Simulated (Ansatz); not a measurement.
# HOW: the cost of one run

Computed with Ansatz 0.2.0, Gaussian basis. Level: def2-QZVPP, core rule «outside noble gas», up to 5 orbitals frozen.

Plan: UHF; ROHF; CCSD(T) on UHF.

### Step 1. The system

The geometry is a PBE0/def2-TZVP stationary point (not a proven minimum). No spin-orbit coupling is included. Elements past krypton take def2 core potentials.

3 atoms, charge 0, spin multiplicity 6.

Atoms are counted from 1 here; the program's logs count them from 0.

Bond lengths: W1–O2 1.921 Å, O2–H3 0.962 Å. Angles: W1–O2–H3 119.2°.

### Step 2. UHF

The input, in.yaml:

```yaml
crystal:
  periodic: [false, false, false]
  atoms:
    - {symbol: W, position_ang: [0.000000, 0.005553, 0.165001]}
    - {symbol: O, position_ang: [0.000000, -0.108057, -1.752846]}
    - {symbol: H, position_ang: [0.000000, 0.702391, -2.271247]}
basis:
  gaussian: {orbitals: "def2-QZVPP.json"}
magnetization: {spin_polarized: true, initial_magnetization: 5}
hamiltonian: {xc: hf}
output: {orbitals: {seedname: orbitals}}
```

Run with:

```bash
> ansatz run in.yaml --threads 1 --pin off --events-out ev --progress --plain --max-ram 2816MiB --backend cpu
```

**Question.** How long does this run take on 1 thread of AMD EPYC 7R13, shared host, and how much memory does it need?

About 9.5 s, with a peak of 0.39 GiB.
